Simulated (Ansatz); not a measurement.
# BPdRu3: one candidate of a structure search, part 2 of 2

Where does this trial cell of BPdRu3 go when cell and atoms are let free?

Ansatz 0.2.0; DFT PBE, scalar-relativistic, plane waves, PAW.

**4. Spin check on a coarse mesh**

Contents of input.yaml:

```yaml
crystal:
  lattice:
    - [4.8231482016, 0.0, 0.0]
    - [-2.4115741008, 4.1769688688, 0.0]
    - [0.0, 0.0, 4.0229664943]
  atoms:
    - { symbol: B, position: [0.0, 0.0, 0.0] }
    - { symbol: Ru, position: [0.5, 0.0, 0.0], spin: 1.0 }
    - { symbol: Ru, position: [0.0, 0.5, 0.0], spin: 1.0 }
    - { symbol: Ru, position: [0.5, 0.5, 0.0], spin: 1.0 }
    - { symbol: Pd, position: [0.0, 0.0, 0.5], spin: 1.0 }
basis:
  ecutwfc: 420
kpoints:
  mp_grid: { grid: [6, 6, 4] }
hamiltonian:
  xc: pbe
scf:
  occupations: { method: gaussian, width: 0.1 }
  lower_state_search: "off"
output:
  forces: true
  stress: true
  eigenvalues: true
  populations: true
magnetization:
  spin_polarized: true
```

On the command line:

```sh
$ ansatz run input.yaml --threads 1 --pin off --max-ram 2560MiB --backend cpu --events-out ev --progress --plain --runs-dir out
```

Log (excerpt; [...] marks lines left out):

```text
[...]
SCF converged after 19 iterations
Magnetization: 0.0000 μB (34.5000 up, 34.5000 down)
Absolute magnetization: 0.0000 μB (∫|ρ↑−ρ↓|, with the PAW one-centre terms)
Spin contamination: 0.0000 ħ² per cell (⟨S²⟩ above its minimum at these occupations)
Per-site moments (μB) at R_I (Å): [(-2.1338353715044222e-7, 0.8297368394493752), (5.840720723113194e-7, 0.994774316579663), (5.840720724240595e-7, 0.994774316579663), (5.840720723397167e-7, 0.9947743165796632), (-6.249433313485323e-7, 0.8297368394493752)]
Free energy (F): -24760.221619 eV
[...]
E sigma→0 (E₀):  -24760.208637 eV
Entropy (-TS):   -0.025963 eV (-5.193 meV/atom)
Fermi energy:    15.328623 eV
[...]
--- Forces (eV/Å), atoms counted from 1 ---
  atom   1  B      0.00000000    -0.00000000     0.00000000
  atom   2  Ru     0.00000000     0.00000000    -0.00000000
  atom   3  Ru     0.00000000     0.00000000     0.00000000
  atom   4  Ru     0.00000000     0.00000000    -0.00000000
  atom   5  Pd    -0.00000000    -0.00000000     0.00000000
[...]
--- Stress (GPa, compression-positive) ---
       -0.021610      -0.000000      -0.000000
        0.000000      -0.021610      -0.000000
       -0.000000      -0.000000       0.005392
  P = ⅓ Tr σ = -0.0126 GPa (-0.126 kbar)
--- Band table (eV; the first three rows and the last of 42) ---
[...]
--- Löwdin populations: 5 sites ---
  site symbol       q [e]    m [muB]
     0      B      4.0289    -0.0000
     1     Ru     15.8336     0.0000
     2     Ru     15.8336     0.0000
     3     Ru     15.8336     0.0000
     4     Pd     17.1467    -0.0000
  spilling = 0.004688 (of n_electrons = 69.000000)
```

It took 18 s on 1 thread of Intel Xeon at 2.70GHz, shared host; peak memory 0.44 GiB.

By site:

```
atom  Löwdin electrons
  B1              4.03
 Ru2             15.83
 Ru3             15.83
 Ru4             15.83
 Pd5             17.15
```

The Löwdin counts miss 0.32 of the 69 electrons, which the atomic orbitals do not span, so they are no charges.

The same cell is solved with trial moments on Pd and Ru. The largest site moment that stays is 0.00 μB and the cell's total 0.00 μB. The workflow keeps spin only above 0.25 μB on a site, so the next run goes without spin.

**5. Relaxation on the finer mesh**

The end of the coarse run is made exact in the group found at a tolerance of 0.06 Å and reduced to its primitive cell.

Contents of input.yaml:

```yaml
crystal:
  lattice:
    - [4.8231482016, 0.0, 0.0]
    - [-2.4115741008, 4.1769688688, 0.0]
    - [0.0, 0.0, 4.0229664943]
  atoms:
    - { symbol: B, position: [0.0, 0.0, 0.0] }
    - { symbol: Ru, position: [0.5, 0.0, 0.0] }
    - { symbol: Ru, position: [0.0, 0.5, 0.0] }
    - { symbol: Ru, position: [0.5, 0.5, 0.0] }
    - { symbol: Pd, position: [0.0, 0.0, 0.5] }
basis:
  ecutwfc: 420
kpoints:
  mp_grid: { grid: [12, 12, 10] }
hamiltonian:
  xc: pbe
scf:
  occupations: { method: gaussian, width: 0.1 }
output:
  forces: true
  stress: true
  eigenvalues: true
  write_density: true
  write_potential: true
  elf: true
  volumetric_format: npy
relax:
  adjacent_minimum: "off"
  f_tol: 0.01
  max_steps: 80
  cell: { stress_tol: 0.05 }
```

On the command line:

```sh
$ ansatz run input.yaml --threads 1 --pin off --max-ram 2560MiB --backend cpu --events-out ev --progress --plain --runs-dir out
```

Log (excerpt; [...] marks lines left out):

```text
Warning: RAYON_NUM_THREADS=1 ignored (pool sized by the plan → 1); use --threads N
[...]
[... 5 set-up lines as earlier in the session ...]
[...]
Crystal: 5 atoms, lattice volume = 81.047 Å³
Basis set: ecut = 420 eV, 1609 PW (Γ), exchange–correlation on 72×72×54 points (8 copies of the dense FFT grid, shifted against one another)
Bands: 42, of which v1, the nominal top of the filled ones, is band 35 counted from 1 (34 counted from 0)
[... 1 set-up line as earlier in the session ...]
Space group: P6/mmm (ITA 191), of the structure as read, at distance tolerance 4.3e-5 Å
k-points: 114 of 1440
[...]
       -0.015363       0.000000       0.000000
       -0.000000      -0.015363      -0.000000
        0.000000      -0.000000       0.000531
  P = ⅓ Tr σ = -0.0101 GPa (-0.101 kbar)
--- Band table (eV; the first three rows and the last of 114) ---
[...]
--- Relaxed structure (3 steps of the walk, 3 accepted, 1 SCFs on fresh bases) ---
  F+E_penalty+E_count = -24760.20823875 eV   max|allowed force component| = 1.115e-29 eV/Å   (the final SCF, on the basis selected at the relaxed cell)
  cell:  # Å, volume = 80.9546 Å³
    - [4.823898964716656, 2.690243530579597e-32, 0.0]
    - [-2.411949482358328, 4.177619048734076, 8.055226095221463e-33]
    - [0.0, 7.758234667998824e-33, 4.017116295173557]
  atoms:
    - { symbol: B, position: [6.791635234532996e-36, 6.4989909495731915e-37, -5.485491194297634e-37] }
    - { symbol: Ru, position: [0.5, -4.607829610898517e-37, 1.1968344423922112e-36] }
    - { symbol: Ru, position: [-9.300013046436524e-67, 0.5, -1.0472301370932152e-36] }
    - { symbol: Ru, position: [0.5, 0.5, 9.474939335604873e-37] }
    - { symbol: Pd, position: [-2.80288632096222e-35, -3.857368762217531e-37, 0.5] }
```

Run time: 97 s. Hardware: 1 thread of Intel Xeon at 2.70GHz, shared host; peak memory 0.59 GiB.

The steps of the relaxation:

| step | E - E(step 1) (eV/cell) | largest force component (eV/Å) | pressure (GPa) | volume (Å³) |
| --- | --- | --- | --- | --- |
| 1 | 0.0000 | 0.0000 | -0.10 | 81.05 |
| 2 | -0.0001 | 0.0000 | -0.01 | 80.98 |
| 3 | -0.0002 | 0.0000 | -0.01 | 80.95 |
| 4 | -0.0001 | 0.0000 | -0.01 | 80.95 |

Step 1 is the start. Step 4 repeats the geometry before it on a plane-wave basis chosen anew for that cell, so its energy need not be comparable with the rows above.

|  | before | after | change |
| --- | --- | --- | --- |
| a (Å) | 4.823 | 4.824 | 0.0 % |
| b (Å) | 4.823 | 4.824 | 0.0 % |
| c (Å) | 4.023 | 4.017 | -0.1 % |
| volume (Å³/atom) | 16.21 | 16.19 | -0.1 % |
| shortest distance (Å) | 2.011 | 2.009 | -0.1 % |
| space group (0.01 Å) | P6/mmm | P6/mmm | same |

The run keeps the 24 symmetry operations of the start, so it could not have lowered the symmetry.

Density in a lattice plane of the grid's cell (edges 4.82 and 4.02 Å, at 0.000 of the third edge), which holds B and Ru and Pd.

Ten even steps from ' ' (0.06 e/Å³) to '@' (13.68 e/Å³):
```
                ..::==******==::..              
                  ..::======::..                
                    ..........                  
                                                
::....                                      ....
++++--..                                  ..--++
@@%%**--..                              ..--**%%
@@@@##==..                              ..==##@@
@@%%**--..                              ..--**%%
++++--..                                  ..--++
::....                                      ....
                                                
                    ..........                  
                  ..::======::..                
                ..::==******==::..              
                ..--++######++--..              
```
Columns run along the first of these edges and rows up along the second, over one cell in 24 and 16 even steps from the bottom left corner. Atoms in the plane (fractional): B at (0.00, 1.00), Ru at (0.50, 0.00), Pd at (1.00, 0.50).

ELF in the same plane.

Ten even steps from ' ' (0.01) to '@' (0.68):
```
....++%%@@**==--++%%@@##**##@@%%++--==**@@%%++..
**##%%@@%%**--::--**%%@@@@@@%%**--::--**%%@@%%##
%%%%####**++--::::==**%%@@%%**==::::--++**####%%
++++====------::::::--++++++--::::::------====++
****++==--::::::::::----------::::::::::--==++**
######**==--::::::::::::::::::::::::::--==**####
++**####**--::::::::::::::::::::::::::--**####**
--==####**==::::::..............::::::==**####==
++**####**--::::::::::::::::::::::::::--**####**
######**==--::::::::::::::::::::::::::--==**####
****++==--::::::::::----------::::::::::--==++**
++++====------::::::--++++++--::::::------====++
%%%%####**++--::::==**%%@@%%**==::::--++**####%%
**##%%@@%%**--::--**%%@@@@@@%%**--::--**%%@@%%##
....++%%@@**==--++%%@@##**##@@%%++--==**@@%%++..
    --##@@##==--**@@%%++::++%%@@**--==##@@##--  
```
Columns run along the first of these edges and rows up along the second, over one cell in 24 and 16 even steps from the bottom left corner. Atoms in the plane (fractional): B at (0.00, 1.00), Ru at (0.50, 0.00), Pd at (1.00, 0.50).

Both are smooth fields of the valence electrons: close to the nuclei they are not physical.

Outside the cores ELF peaks at 0.66 on the B–Ru line, 0.8 Å from B; 0.66 in the shell around B, 0.8 Å from B; 0.65 beside B, off the lines to its neighbours, 0.8 Å from B.

**6. Results**

What follows sums up all 2 parts. Changes of volume or cell count from the first structure of part 1.

| quantity | value |
| --- | --- |
| symmetry at the end (tolerance 0.05 Å) | space group P6/mmm (No. 191) |
| conventional cell | a = 4.824 Å, b = 4.824 Å, c = 4.017 Å, α = 90.00°, β = 90.00°, γ = 120.00° |
| volume | 16.19 Å³/atom |
| energy over the elements | +0.93 eV/atom |
| gap on the mesh | none (metal) |

In words: The space group P6/mmm (No. 191) is kept, and the volume per atom grows by 18.9 % from the first guess. With a positive formation energy it can't be a ground state. No finished test with a distortion of lower symmetry is shown, so the end may be a saddle point. Other magnetic orders were not searched.
